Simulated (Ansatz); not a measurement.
# C₅H₃AlF₆O₄: basis-set convergence

An exercise on one series of results from a longer session: the logs are not shown, and one member is left open.

Computed with Ansatz 0.2.0, Gaussian basis. Level: one geometry, several basis sets.

Levels to be run: PBE0-D4/def2-SVP; ωB97M-V/def2-SVP; PBE0-D4/def2-QZVPP; ωB97M-V/def2-QZVPP; the functionals' def2-TZVPP values are taken from earlier runs.

### The geometry

An earlier PBE0-D4 in a triple-zeta def2 set relaxation fixed the geometry.

SMILES `[OH][Al-]1([OH])[O]C(C(F)(F)F)=CC(C(F)(F)F)=[O+]1`, 19 atoms, charge 0, spin multiplicity 1.

Atoms are counted from 1 here; the program's logs count them from 0.

Bond lengths: O1–Al2 1.691 Å, O1–H17 0.954 Å, Al2–O3 1.689 Å, Al2–O4 1.841 Å, Al2–O16 1.841 Å, O3–H18 0.953 Å, O4–C5 1.258 Å, C5–C6 1.535 Å, C5–C10 1.389 Å, C6–F7 1.331 Å, C6–F8 1.331 Å, C6–F9 1.327 Å, C10–C11 1.389 Å, C10–H19 1.077 Å, C11–C12 1.535 Å, C11–O16 1.258 Å, C12–F13 1.331 Å, C12–F14 1.331 Å and more. Angles: Al2–O1–H17 123.7°, O1–Al2–O3 120.7°, O1–Al2–O4 107.3°, O1–Al2–O16 107.3°, O3–Al2–O4 112.5°, O3–Al2–O16 112.5°, O4–Al2–O16 92.8°, Al2–O3–H18 127.2°, Al2–O4–C5 127.0°, O4–C5–C6 113.7°, O4–C5–C10 126.4°, C6–C5–C10 119.8°, C5–C6–F7 109.5°, C5–C6–F8 111.9°, C5–C6–F9 110.1°, F7–C6–F8 108.3°, F7–C6–F9 108.6°, F8–C6–F9 108.4° and more.

Coordinates:

| atom | x (Å) | y (Å) | z (Å) |
| --- | --- | --- | --- |
| O1 | -1.1996 | -1.4444 | 2.4664 |
| Al2 | 0.1681 | -0.6022 | 1.9392 |
| O3 | 1.4749 | -0.3416 | 2.9772 |
| O4 | -0.4177 | 0.9504 | 1.1420 |
| C5 | -0.5511 | 1.1648 | -0.0905 |
| C6 | -1.1689 | 2.5313 | -0.4165 |
| F7 | -0.3680 | 3.4981 | 0.0247 |
| F8 | -1.3418 | 2.6980 | -1.7259 |
| F9 | -2.3477 | 2.6522 | 0.1806 |
| C10 | -0.1782 | 0.3118 | -1.1208 |
| C11 | 0.4367 | -0.8958 | -0.8178 |
| C12 | 0.9157 | -1.8138 | -1.9504 |
| F13 | 2.2402 | -1.9324 | -1.8965 |
| F14 | 0.5884 | -1.3356 | -3.1489 |
| F15 | 0.3768 | -3.0190 | -1.8186 |
| O16 | 0.6811 | -1.3414 | 0.3331 |
| H17 | -1.2959 | -1.7995 | 3.3466 |
| H18 | 2.2856 | 0.1184 | 2.7795 |
| H19 | -0.3403 | 0.5963 | -2.1470 |

Set-up of the first run:

Contents of in.yaml:

```yaml
crystal:
  periodic: [false, false, false]
  atoms:
    - {symbol: O, position_ang: [-1.199577, -1.444400, 2.466420]}
    - {symbol: Al, position_ang: [0.168127, -0.602170, 1.939237]}
    - {symbol: O, position_ang: [1.474893, -0.341621, 2.977213]}
    - {symbol: O, position_ang: [-0.417731, 0.950407, 1.141980]}
    - {symbol: C, position_ang: [-0.551107, 1.164829, -0.090473]}
    - {symbol: C, position_ang: [-1.168921, 2.531271, -0.416508]}
    - {symbol: F, position_ang: [-0.367981, 3.498075, 0.024677]}
    - {symbol: F, position_ang: [-1.341781, 2.698044, -1.725890]}
    - {symbol: F, position_ang: [-2.347662, 2.652166, 0.180558]}
    - {symbol: C, position_ang: [-0.178216, 0.311818, -1.120794]}
    - {symbol: C, position_ang: [0.436683, -0.895797, -0.817751]}
    - {symbol: C, position_ang: [0.915732, -1.813832, -1.950395]}
    - {symbol: F, position_ang: [2.240155, -1.932375, -1.896462]}
    - {symbol: F, position_ang: [0.588360, -1.335628, -3.148877]}
    - {symbol: F, position_ang: [0.376790, -3.019043, -1.818584]}
    - {symbol: O, position_ang: [0.681054, -1.341419, 0.333057]}
    - {symbol: H, position_ang: [-1.295898, -1.799539, 3.346599]}
    - {symbol: H, position_ang: [2.285575, 0.118400, 2.779510]}
    - {symbol: H, position_ang: [-0.340294, 0.596313, -2.147018]}
basis:
  gaussian: {orbitals: def2-SVP}
hamiltonian: {xc: pbe0, dispersion: d4}
output: {orbitals: {seedname: orbitals}}
```

Launch:

```bash
ansatz run in.yaml --threads 11 --pin off --events-out ev --progress --plain --max-ram 166912MiB --backend cpu
```

Among the steps run: PBE0-D4 in def2-SVP; ωB97M-V in def2-SVP; PBE0-D4 in def2-QZVPP; ωB97M-V in def2-QZVPP.

One of the session's tables, all rows but one given; the rest of the session is left out.

It belongs to the step «Functionals by basis». 

```
functional       basis  HOMO (eV)  LUMO (eV)
   PBE0-D4    def2-SVP      -8.38      -3.43
   PBE0-D4  def2-TZVPP      -8.71      -3.52
   PBE0-D4  def2-QZVPP      -8.77      -3.57
   ωB97M-V    def2-SVP          ?          ?
   ωB97M-V  def2-TZVPP     -10.87      -1.40
   ωB97M-V  def2-QZVPP     -10.91      -1.46
```

**Question.** Estimate the row for ωB97M-V, def2-SVP.

**Answer.** HOMO (eV): -10.78; LUMO (eV): -1.27. In the column «HOMO (eV)» it lies between ωB97M-V, def2-TZVPP (-10.87) and PBE0-D4, def2-QZVPP (-8.77).
